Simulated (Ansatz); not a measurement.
# CH6BFSi2: one species, many methods

One table from this session's results is given with a row withheld; the runs are named, their logs left out.

The runs use Ansatz 0.2.0, Gaussian basis; functionals in def2-TZVPP, the program's frozen cores in correlated methods.

The runs, in order: PBE-D4, r2SCAN-D4, PBE0-D4, B3LYP-D4, ωB97X-V, ωB97M-V, B2PLYP; CCSD(T)/def2-TZVPP; MP2/def2-QZVPP; extrapolation to the limit.

## The relaxed structure

The geometry comes from an earlier relaxation with PBE0-D4 in a triple-zeta def2 set; it is a stationary point, not always the lowest conformer.

SMILES `F[SiH]1CB1[SiH3]`, 11 atoms, charge 0, spin multiplicity 1.

Atoms are counted from 1 here; the program's logs count them from 0.

Bond lengths: F1–Si2 1.596 Å, Si2–C3 2.032 Å, Si2–B4 1.876 Å, Si2–H6 1.477 Å, C3–B4 1.481 Å, C3–H7 1.101 Å, C3–H8 1.089 Å, B4–Si5 1.986 Å, Si5–H9 1.490 Å, Si5–H10 1.490 Å, Si5–H11 1.489 Å. Angles: F1–Si2–C3 126.9°, F1–Si2–B4 123.4°, F1–Si2–H6 105.8°, C3–Si2–B4 44.3°, C3–Si2–H6 102.5°, B4–Si2–H6 130.5°, Si2–C3–B4 62.2°, Si2–C3–H7 79.6°, Si2–C3–H8 147.7°, B4–C3–H7 126.2°, B4–C3–H8 123.7°, H7–C3–H8 109.0°, Si2–B4–C3 73.4°, Si2–B4–Si5 139.0°, C3–B4–Si5 133.0°, B4–Si5–H9 112.7°, B4–Si5–H10 109.1°, B4–Si5–H11 111.2° and more.

The first run:

in.yaml reads:

```yaml
crystal:
  periodic: [false, false, false]
  atoms:
    - {symbol: F, position_ang: [-2.394948, 1.345437, -0.431881]}
    - {symbol: Si, position_ang: [-0.842097, 1.317087, -0.797416]}
    - {symbol: C, position_ang: [0.247294, -0.300665, -1.366536]}
    - {symbol: B, position_ang: [0.392536, 0.172344, 0.029745]}
    - {symbol: Si, position_ang: [0.636687, -0.770750, 1.760206]}
    - {symbol: H, position_ang: [-0.683867, 2.229244, -1.948646]}
    - {symbol: H, position_ang: [0.320823, 0.318087, -2.273720]}
    - {symbol: H, position_ang: [0.253723, -1.351386, -1.652727]}
    - {symbol: H, position_ang: [0.977501, -2.211175, 1.585839]}
    - {symbol: H, position_ang: [1.747245, -0.125318, 2.515770]}
    - {symbol: H, position_ang: [-0.589598, -0.679806, 2.600064]}
basis:
  gaussian: {orbitals: def2-TZVPP}
hamiltonian: {xc: pbe, dispersion: d4}
output: {forces: true, orbitals: {seedname: orbitals}}
```

Command:

```
$ ansatz run in.yaml --threads 4 --pin off --events-out ev --progress --plain --max-ram 10444MiB
```

Among the steps run: PBE-D4 (GGA); r2SCAN-D4 (meta-GGA); PBE0-D4 (hybrid); B3LYP-D4 (hybrid); ωB97X-V (range-separated); ωB97M-V (range-separated); B2PLYP (double hybrid); CCSD(T) in def2-TZVPP; MP2 in def2-QZVPP.

One table of the session follows, with a row left open; its other results are not shown here.

It belongs to the step «Atomisation energies». 

```
            method  atomisation energy (kJ/mol)
            PBE-D4                       3849.4
         r2SCAN-D4                       3830.3
           PBE0-D4                            ?
          B3LYP-D4                       3796.0
           ωB97X-V                       3820.3
           ωB97M-V                       3813.6
            B2PLYP                       3756.3
     HF/def2-TZVPP                       2845.7
    MP2/def2-TZVPP                       3753.3
   CCSD/def2-TZVPP                       3644.2
CCSD(T)/def2-TZVPP                       3699.8
           MP2/CBS                       3850.5
       CCSD(T)/CBS                       3797.0
```

Estimate the missing values for PBE0-D4.

The run gave: atomisation energy (kJ/mol): 3800.3. In the column «atomisation energy (kJ/mol)» it lies between CCSD(T)/CBS (3797.0) and ωB97M-V (3813.6).

Limits of these values: Free atoms (1 F, 2 Si, 1 C, 1 B, 6 H) were run apart at each level; the atomisation energy is their sum less the molecule, without zero-point or spin-orbit terms.
